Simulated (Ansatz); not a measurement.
# CH8AsBSi: one species, many methods

How much do the methods differ for CH8AsBSi? The plan is to run it at one geometry with functionals of several rungs and with coupled cluster. The yardstick is the atomisation energy at the CCSD(T) limit.

Program: Ansatz 0.2.0, Gaussian basis. Level of theory: functionals in def2-TZVPP, the program's frozen cores in correlated methods. These are calculated values, not measurements.

Plan: LDA (SPW92), PBE-D4, revPBE-D4, BLYP-D4, r2SCAN-D4, B97M-V, PBE0-D4, B3LYP-D4, r2SCANh-D4, r2SCAN0-D4, HSE06-D4, BHLYP-D4, CAM-B3LYP-D4, LC-ωPBE, ωB97X-V, ωB97M-V, B2PLYP, PBE-QIDH; CCSD(T)/def2-SVP; CCSD(T)/def2-TZVPP; MP2/def2-QZVPP; extrapolation to the limit; RPA on PBE.

## 1. The relaxed structure

All runs share one geometry, relaxed beforehand with PBE0-D4 in a triple-zeta def2 set.

SMILES `[SiH3]CB[AsH2]`, 12 atoms, charge 0, spin multiplicity 1.

Atoms are counted from 1 here; the program's logs count them from 0.

Bond lengths: Si1–C2 1.894 Å, Si1–H5 1.486 Å, Si1–H6 1.487 Å, Si1–H7 1.486 Å, C2–B3 1.538 Å, C2–H8 1.094 Å, C2–H9 1.095 Å, B3–As4 2.012 Å, B3–H10 1.198 Å, As4–H11 1.517 Å, As4–H12 1.515 Å. Angles: C2–Si1–H5 110.1°, C2–Si1–H6 109.2°, C2–Si1–H7 110.8°, H5–Si1–H6 109.0°, H5–Si1–H7 108.9°, H6–Si1–H7 108.8°, Si1–C2–B3 107.6°, Si1–C2–H8 105.2°, Si1–C2–H9 104.8°, B3–C2–H8 115.3°, B3–C2–H9 113.2°, H8–C2–H9 109.8°, C2–B3–As4 123.2°, C2–B3–H10 120.1°, As4–B3–H10 115.8°, B3–As4–H11 98.8°, B3–As4–H12 97.0°, H11–As4–H12 95.9°.

Coordinates:

```xyz
12
CH8AsBSi
Si   -0.8706    1.5863   -0.1705
C     0.0204    0.3034    0.9011
B     0.9593   -0.4983   -0.0155
As    0.3505   -2.0737   -1.1082
H    -1.7566    0.9064   -1.1503
H    -1.6962    2.4629    0.7013
H     0.1058    2.4278   -0.9095
H    -0.7757   -0.2769    1.3769
H     0.5535    0.8907    1.6557
H     2.0553   -0.0826   -0.2642
H    -0.4676   -2.7878   -0.0490
H     1.5990   -2.9133   -0.9340
```

## 2. LDA

This LDA is Slater exchange with PW92 correlation.

Input file in.yaml:

```yaml
crystal:
  periodic: [false, false, false]
  atoms:
    - {symbol: Si, position_ang: [-0.870550, 1.586323, -0.170505]}
    - {symbol: C, position_ang: [0.020386, 0.303398, 0.901083]}
    - {symbol: B, position_ang: [0.959263, -0.498324, -0.015514]}
    - {symbol: As, position_ang: [0.350488, -2.073696, -1.108160]}
    - {symbol: H, position_ang: [-1.756550, 0.906415, -1.150277]}
    - {symbol: H, position_ang: [-1.696245, 2.462851, 0.701326]}
    - {symbol: H, position_ang: [0.105799, 2.427848, -0.909472]}
    - {symbol: H, position_ang: [-0.775721, -0.276860, 1.376935]}
    - {symbol: H, position_ang: [0.553469, 0.890677, 1.655704]}
    - {symbol: H, position_ang: [2.055254, -0.082621, -0.264153]}
    - {symbol: H, position_ang: [-0.467646, -2.787787, -0.048981]}
    - {symbol: H, position_ang: [1.598951, -2.913324, -0.933986]}
basis:
  gaussian: {orbitals: def2-TZVPP}
hamiltonian: {xc: lda}
output: {orbitals: {seedname: orbitals}}
```

Launch:

```bash
> ansatz run in.yaml --threads 4 --pin off --events-out ev --progress --plain --max-ram 10444MiB
```

After this run come: PBE-D4 (GGA); revPBE-D4 (GGA); BLYP-D4 (GGA); r2SCAN-D4 (meta-GGA); B97M-V (meta-GGA); B3LYP-D4 (hybrid); r2SCANh-D4 (hybrid); r2SCAN0-D4 (hybrid); HSE06-D4 (hybrid); BHLYP-D4 (hybrid); CAM-B3LYP-D4 (range-separated); LC-ωPBE (range-separated); ωB97X-V (range-separated); ωB97M-V (range-separated); B2PLYP (double hybrid); PBE-QIDH (double hybrid); CCSD(T) in def2-SVP; CCSD(T) in def2-TZVPP; MP2 in def2-QZVPP; RPA on PBE orbitals.

Before running them: what should the planned runs give, taken together? Wanted: atomisation energy, CCSD(T)/CBS; farthest beyond LDA; mean size of error, GGA; mean size of error, meta-GGA; mean size of error, hybrid; mean size of error, range-separated; mean size of error, double hybrid; gap, smallest and largest; T1 diagnostic.

**Answer**, as computed:

| quantity | value |
| --- | --- |
| atomisation energy, CCSD(T)/CBS | 3827.4 kJ/mol |
| functionals within 38.3 kJ/mol (1.0 %) | PBE-D4, BLYP-D4, r2SCAN-D4, PBE0-D4, B3LYP-D4, r2SCANh-D4, r2SCAN0-D4, HSE06-D4, BHLYP-D4, CAM-B3LYP-D4, LC-ωPBE, ωB97M-V, B2PLYP, PBE-QIDH |
| farthest beyond LDA | B97M-V (+42.1 kJ/mol) |
| mean size of error, GGA | 24.4 kJ/mol |
| mean size of error, meta-GGA | 33.0 kJ/mol |
| mean size of error, hybrid | 12.9 kJ/mol |
| mean size of error, range-separated | 30.7 kJ/mol |
| mean size of error, double hybrid | 29.5 kJ/mol |
| gap, smallest and largest | 3.59 eV (LDA (SPW92)), 10.35 eV (LC-ωPBE) |
| T1 diagnostic | 0.0127 |
| triples share of the correlation energy | 3.7 % |

What this shows: The LDA atomisation energy is off by 477.5 kJ/mol (12 %): it overbinds. PBE-D4 misses by +24.0 kJ/mol. Double hybrids carry the basis error of their MP2 part in triple zeta, and no dispersion term here, so their miss is partly the set-up's. The rungs hybrid, GGA, double hybrid, range-separated, meta-GGA miss on average by less than the doubt on the reference (38.3 kJ/mol), so they tie. Misses under about 38.3 kJ/mol are within the doubt on the reference itself, which lacks core-valence correlation, relativity and higher excitations, and its outer-core shells are covered unevenly. Hartree-Fock recovers 75 % of the binding; the rest is correlation. CCSD(T) in def2-SVP is off by -215.8 kJ/mol, so the small basis spoils what the method gains. Orbital gaps span 3.6 to 10.4 eV; exact exchange widens them. Correlated methods include outer-core shells of As, which these sets cover unevenly.
